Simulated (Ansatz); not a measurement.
# BCl₂H₂N + H₂O: a complex and its separated parts

The complex below is one end of an elementary step. How strongly is it bound against its free parts?

Program: Ansatz 0.2.0, Gaussian basis. Level of theory: PBE0-D4/def2-TZVP structures, single points in def2-TZVPP, no counterpoise correction. These are calculated values, not measurements.

Levels: SPW92, PBE-D4, BLYP-D4, r2SCAN-D4, B97M-V, PBE0-D4, B3LYP-D4, r2SCAN0-D4, BHLYP-D4, CAM-B3LYP-D4, wB97X-V, wB97M-V, B2PLYP, PBE-QIDH, RPA on PBE, Hartree-Fock, MP2, CCSD, CCSD(T).

Correlated methods freeze the cores. B3LYP uses VWN-RPA correlation. B2PLYP carries no dispersion term here.

94 further runs of the same task are left out: 94 set aside as unsound or not needed.

## Step 1: Where the work starts

The complex: 9 atoms, charge 0, spin multiplicity 1.

Atoms are counted from 1 here; the program's logs count them from 0.

Bond lengths: B1–N2 1.379 Å, B1–Cl3 1.766 Å, B1–Cl4 1.766 Å, N2–H7 1.005 Å, N2–H8 1.005 Å, H5–O6 0.961 Å, O6–H9 0.961 Å. Angles: N2–B1–Cl3 120.6°, N2–B1–Cl4 120.6°, Cl3–B1–Cl4 118.9°, B1–N2–H7 122.3°, B1–N2–H8 122.3°, H7–N2–H8 115.2°, H5–O6–H9 104.5°.

Geometry (Å):

```
B    -0.7602   -0.3263    0.4792
N    -1.3745    0.8733    0.1865
Cl   -0.9317   -1.7110   -0.6041
Cl    0.1761   -0.5167    1.9649
H     2.2370   -0.2017    0.0294
O     2.1323   -0.0224   -0.9088
H    -1.8908    1.0188   -0.6636
H    -1.2725    1.6853    0.7701
H     1.6845   -0.7994   -1.2535
```

Its parts: BCl₂H₂N holds atoms 1, 2, 3, 4, 7, 8; H₂O holds atoms 5, 6, 9. Each part counts its atoms afresh in its own runs.

## Step 2: Relaxing BCl₂H₂N alone

Input file relax-a/in.yaml:

```yaml
crystal:
  periodic: [false, false, false]
  atoms:
    - {symbol: B, position_ang: [-0.760171, -0.326321, 0.479210]}
    - {symbol: N, position_ang: [-1.374515, 0.873341, 0.186481]}
    - {symbol: Cl, position_ang: [-0.931743, -1.710969, -0.604076]}
    - {symbol: Cl, position_ang: [0.176094, -0.516737, 1.964942]}
    - {symbol: H, position_ang: [-1.890778, 1.018846, -0.663633]}
    - {symbol: H, position_ang: [-1.272480, 1.685328, 0.770134]}
basis:
  gaussian: {orbitals: def2-TZVP}
hamiltonian: {xc: pbe0, dispersion: d4}
relax: {f_tol: 0.005, max_steps: 200}
```

Launch:

```sh
$ ansatz run in.yaml --threads 4 --pin off --events-out ev --progress --plain --max-ram 9574MiB
```

After this run come: Relaxing H₂O alone; SPW92/def2-TZVPP; PBE-D4/def2-TZVPP; BLYP-D4/def2-TZVPP; r2SCAN-D4/def2-TZVPP; B97M-V/def2-TZVPP; PBE0-D4/def2-TZVPP; B3LYP-D4/def2-TZVPP; r2SCAN0-D4/def2-TZVPP; BHLYP-D4/def2-TZVPP; CAM-B3LYP-D4/def2-TZVPP; wB97X-V/def2-TZVPP; wB97M-V/def2-TZVPP; B2PLYP/def2-TZVPP; PBE-QIDH/def2-TZVPP; RPA on PBE/def2-TZVPP; CCSD(T)/def2-TZVPP; Vibrations of BCl₂H₂N; Vibrations of H₂O.

What does the calculation give? Wanted: complex less parts, CCSD(T)/def2-TZVPP; with zero-point energy; largest T1 diagnostic.

As calculated:

| quantity | value |
| --- | --- |
| complex less parts, CCSD(T)/def2-TZVPP | -3.2 kcal/mol |
| with zero-point energy | -2.1 kcal/mol |
| largest T1 diagnostic | 0.010 |

**Reading.** At CCSD(T) the complex lies 3.2 kcal/mol below its parts. Among the functionals BHLYP-D4 lands nearest to CCSD(T) (-0.3 kcal/mol) and SPW92 farthest (-2.4 kcal/mol). Mean unsigned error by rung: LDA 2.4, GGA 0.8, meta-GGA 0.7, hybrid 0.4, range-separated hybrid 0.6, double hybrid 0.5 kcal/mol. PBE-D4 gives a relative energy 1.0 kcal/mol too low, inside chemical accuracy (1 kcal/mol). No counterpoise was applied, and triple zeta lacks some correlation, so the CCSD(T) reference has a basis error of its own, and close matches with it are partly luck.
